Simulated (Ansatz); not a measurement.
# FH4SbSi: the cost of one run

Method: single points in def2-TZVPP; program: Ansatz 0.2.0, Gaussian basis.

Levels: PBE-D4, r2SCAN-D4, PBE0-D4, Hartree-Fock, MP2, CCSD, CCSD(T).

Cores are frozen in the correlated methods. Filled d shells of the heavier atoms are correlated. Core potentials replace the inner electrons past krypton, and spin-orbit coupling is left out.

**1. The system as given**

SMILES `F[SiH2][SbH2]`, 7 atoms, charge 0, spin multiplicity 1.

Atoms are counted from 1 here; the program's logs count them from 0.

Bond lengths: F1–Si2 1.621 Å, Si2–Sb3 2.526 Å, Si2–H4 1.456 Å, Si2–H5 1.457 Å, Sb3–H6 1.695 Å, Sb3–H7 1.695 Å. Angles: F1–Si2–Sb3 102.9°, F1–Si2–H4 102.5°, F1–Si2–H5 102.6°, Sb3–Si2–H4 122.1°, Sb3–Si2–H5 114.4°, H4–Si2–H5 109.4°, Si2–Sb3–H6 90.9°, Si2–Sb3–H7 90.3°, H6–Sb3–H7 88.1°.

Coordinates:

```
F    -1.92141    0.87855   -0.33688
Si   -0.67698   -0.13750   -0.54971
Sb    1.19077    0.98613    0.72709
H    -1.23874   -1.41506   -0.13492
H    -0.50634   -0.13088   -1.99649
H     0.87652    0.02519    2.08696
H     2.27619   -0.20643    0.20396
```

**2. Relaxation at PBE0-D4**

relax/in.yaml reads:

```yaml
crystal:
  periodic: [false, false, false]
  atoms:
    - {symbol: F, position_ang: [-1.921410, 0.878550, -0.336880]}
    - {symbol: Si, position_ang: [-0.676980, -0.137500, -0.549710]}
    - {symbol: Sb, position_ang: [1.190770, 0.986130, 0.727090]}
    - {symbol: H, position_ang: [-1.238740, -1.415060, -0.134920]}
    - {symbol: H, position_ang: [-0.506340, -0.130880, -1.996490]}
    - {symbol: H, position_ang: [0.876520, 0.025190, 2.086960]}
    - {symbol: H, position_ang: [2.276190, -0.206430, 0.203960]}
basis:
  gaussian: {orbitals: def2-TZVP}
hamiltonian: {xc: pbe0, dispersion: d4}
relax: {f_tol: 0.005, max_steps: 200}
```

Started as:

```console
$ ansatz run in.yaml --threads 2 --pin off --events-out ev --progress --plain --max-ram 4352MiB
```

Q: Estimate wall time and peak memory on 2 threads of AMD EPYC 9R45, shared host.

About 11 s, with a peak of 0.32 GiB.
